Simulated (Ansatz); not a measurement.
# BH8PSi2: rigid torsion scan, by script

Wanted for BH8PSi2: a rigid torsion scan. SMILES: BP([SiH3])[SiH3].

All numbers are computed with Ansatz 0.2.0 through its Python package. Level of theory: B3LYP+D3(BJ)/cc-pVDZ.

**1. Starting point**

Bond lengths: B1–P2 1.932 Å, P2–Si3 2.211 Å, P2–Si4 2.209 Å, B1–H5 1.182 Å, B1–H6 1.181 Å, Si3–H7 1.470 Å, Si3–H8 1.470 Å, Si3–H9 1.471 Å, Si4–H10 1.470 Å, Si4–H11 1.471 Å, Si4–H12 1.470 Å. Angles (14 of 18 angles, heavy atoms first): B1–P2–Si3 95.3°, B1–P2–Si4 94.2°, Si3–P2–Si4 94.2°, P2–B1–H5 120.8°, P2–B1–H6 119.5°, P2–Si3–H7 109.3°, P2–Si3–H8 109.3°, P2–Si3–H9 110.0°, P2–Si4–H10 109.3°, P2–Si4–H11 110.1°, P2–Si4–H12 109.3°, H5–B1–H6 119.2°, H7–Si3–H8 109.5°, H7–Si3–H9 109.4°.

The script holds or builds the structure itself.

**2. Script**

Input file bh8psi2.py:

```python
"""Energy of BH8PSi2 as one group turns about a bond."""

import warnings

import ansatz
from ase import Atoms

warnings.simplefilter("ignore", ansatz.DeckWarning)

atoms = Atoms(["B", "P", "Si", "Si", "H", "H", "H", "H", "H", "H", "H", "H"], positions=[
    [-0.0763, 1.8823, 0.0269],
    [-0.1328, 0.3309, 1.1765],
    [1.6222, -0.6607, 0.2688],
    [-1.5968, -0.7472, -0.0778],
    [0.9258, 2.1988, -0.5132],
    [-1.01, 2.6038, -0.0232],
    [1.6698, -2.0631, 0.7076],
    [2.8471, 0.0301, 0.6978],
    [1.5266, -0.6113, -1.1982],
    [-2.9222, -0.1313, 0.0831],
    [-1.1981, -0.6778, -1.4919],
    [-1.6553, -2.1546, 0.3435],
])

# start the scan from a relaxed geometry
first = ansatz.Crystal.molecule_from_ase(atoms).calculation()
first = first.basis(gaussian="cc-pVDZ")
first = first.functional("b3lyp", dispersion="d3bj")
first = first.relax(force_tolerance=0.02, max_steps=80)
atoms.positions = first.run().report["positions_ang"]

start = atoms.get_dihedral(0, 1, 3, 9)
energies = {}
for turn in range(0, 121, 15):
    turned = atoms.copy()
    turned.set_dihedral(0, 1, 3, 9, start + turn, indices=[3, 9, 10, 11])
    base = ansatz.Crystal.molecule_from_ase(turned).calculation()
    base = base.basis(gaussian="cc-pVDZ")
    base = base.functional("b3lyp", dispersion="d3bj")
    energies[round((start + turn) % 360)] = base.run().report["free_energy_ev"]
floor = min(energies.values())
print("dihedral B0-P1-Si3-H9 (deg)   E - E(min) (eV)")
for angle, e in sorted(energies.items()):
    print(f"{angle:8d} {(e - floor):14.3f}  " + "#" * int(30 * (e - floor) / max(max(energies.values()) - floor, 1e-9)))
```

**3. Running it**

Started as:

```bash
$ python bh8psi2.py
```

Q: Predict the main results. Wanted: range of energy; lowest point, turn.

The runs gave:

```
              quantity     value
         runs compared         9
       range of energy  0.046 eV
lowest point, turn (°)         0
```

The lowest point lies at a turn of 0°, the highest 0.046 eV (4.5 kJ/mol) above it at 75°. The grid can miss the true lowest and highest points, and the rest of the molecule is held rigid. Run 0: After 11 moves the largest shift is 0.709 Å, of atom 5 (H). The scan is rigid and the energies are electronic, in a modest basis. With rigid groups the curve can differ much from the relaxed path, the start wasn't checked as a minimum of this torsion, and equivalent turns needn't return to the same energy. b3lyp holds the VWN-RPA fit, as in Gaussian; the form of ORCA and Turbomole is b3lyp5.
